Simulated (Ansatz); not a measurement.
# Br₂GaHO: up Jacob's ladder to CCSD(T)

How much do the methods differ for Br₂GaHO? The plan is to run it at one geometry with functionals of several rungs and with coupled cluster, and see how far each lands from CCSD(T) at the basis-set limit for the atomisation energy.

The runs use Ansatz 0.2.0, Gaussian basis; functionals in def2-TZVPP, the program's frozen cores in correlated methods.

Plan: LDA (SPW92), PBE-D4, revPBE-D4, BLYP-D4, r2SCAN-D4, B97M-V, PBE0-D4, B3LYP-D4, r2SCANh-D4, r2SCAN0-D4, HSE06-D4, BHLYP-D4, CAM-B3LYP-D4, LC-ωPBE, ωB97X-V, ωB97M-V, B2PLYP, PBE-QIDH; CCSD(T)/def2-SVP; CCSD(T)/def2-TZVPP; MP2/def2-QZVPP; extrapolation to the limit; RPA on PBE.

## Step 1: Structure used throughout

An earlier PBE0-D4 in a triple-zeta def2 set relaxation fixed the geometry.

SMILES `[OH][Ga]([Br])[Br]`, 5 atoms, charge 0, spin multiplicity 1.

Atoms are counted from 1 here; the program's logs count them from 0.

Bond lengths: O1–Ga2 1.767 Å, O1–H5 0.961 Å, Ga2–Br3 2.270 Å, Ga2–Br4 2.255 Å. Angles: Ga2–O1–H5 112.8°, O1–Ga2–Br3 120.3°, O1–Ga2–Br4 118.3°, Br3–Ga2–Br4 121.4°.

As a file:

```
O    -0.1740    1.4118   -0.0530
Ga   -0.1269   -0.3541   -0.1112
Br    1.5630   -1.4879    0.8956
Br   -1.7781   -1.4326   -1.2036
H     0.5659    1.7890    0.4309
```

## Step 2: LDA

This LDA is Slater exchange with PW92 correlation.

in.yaml

```yaml
crystal:
  periodic: [false, false, false]
  atoms:
    - {symbol: O, position_ang: [-0.174013, 1.411829, -0.052952]}
    - {symbol: Ga, position_ang: [-0.126922, -0.354066, -0.111191]}
    - {symbol: Br, position_ang: [1.562974, -1.487912, 0.895603]}
    - {symbol: Br, position_ang: [-1.778083, -1.432572, -1.203621]}
    - {symbol: H, position_ang: [0.565944, 1.789020, 0.430862]}
basis:
  gaussian: {orbitals: def2-TZVPP}
hamiltonian: {xc: lda}
output: {orbitals: {seedname: orbitals}}
```

Started as:

```sh
ansatz run in.yaml --threads 2 --pin off --events-out ev --progress --plain --max-ram 32768MiB --backend cpu
```

Further steps of the session: PBE-D4 (GGA); revPBE-D4 (GGA); BLYP-D4 (GGA); r2SCAN-D4 (meta-GGA); B97M-V (meta-GGA); PBE0-D4 (hybrid); B3LYP-D4 (hybrid); r2SCANh-D4 (hybrid); r2SCAN0-D4 (hybrid); HSE06-D4 (hybrid); BHLYP-D4 (hybrid); CAM-B3LYP-D4 (range-separated); LC-ωPBE (range-separated); ωB97X-V (range-separated); ωB97M-V (range-separated); B2PLYP (double hybrid); PBE-QIDH (double hybrid); CCSD(T) in def2-SVP; CCSD(T) in def2-TZVPP; MP2 in def2-QZVPP; RPA on PBE orbitals.

**Question.** What will the summary of the whole plan be? Wanted: atomisation energy, CCSD(T)/CBS; farthest beyond LDA; mean size of error, GGA; mean size of error, meta-GGA; mean size of error, hybrid; mean size of error, range-separated; mean size of error, double hybrid; gap, smallest and largest; T1 diagnostic.

The runs gave:

| quantity | value |
| --- | --- |
| atomisation energy, CCSD(T)/CBS | 359.7 kcal/mol |
| functionals within 3.6 kcal/mol (1.0 %) | PBE-D4, r2SCAN-D4 |
| farthest beyond LDA | BHLYP-D4 (-26.8 kcal/mol) |
| mean size of error, GGA | 10.1 kcal/mol |
| mean size of error, meta-GGA | 4.5 kcal/mol |
| mean size of error, hybrid | 12.5 kcal/mol |
| mean size of error, range-separated | 9.8 kcal/mol |
| mean size of error, double hybrid | 8.7 kcal/mol |
| gap, smallest and largest | 4.60 eV (BLYP-D4), 11.93 eV (LC-ωPBE) |
| T1 diagnostic | 0.0105 |
| triples share of the correlation energy | 3.6 % |

**Reading.** LDA overbinds by 54.4 kcal/mol (15 %). PBE-D4 misses by -0.4 kcal/mol. Double hybrids carry the basis error of their MP2 part in triple zeta, and no dispersion term here, so their miss is partly the set-up's. Taken by rung, meta-GGA functionals do best (4.5 kcal/mol on average) and hybrid ones worst beyond LDA (12.5 kcal/mol). The mean of the hybrids holds BHLYP, with half exact exchange. Misses under about 3.6 kcal/mol are within the doubt on the reference itself, which lacks core-valence correlation, relativity and higher excitations, and its outer-core shells are covered unevenly. All levels share the lack of spin-orbit coupling, which lowers the free heavy atoms and so the true binding. Hartree-Fock recovers 68 % of the binding; the rest is correlation. CCSD(T) in def2-SVP is off by -30.2 kcal/mol, so the small basis spoils what the method gains. Orbital gaps span 4.6 to 11.9 eV; exact exchange widens them. Correlated methods include outer-core shells of Br, Ga, which these sets cover unevenly.
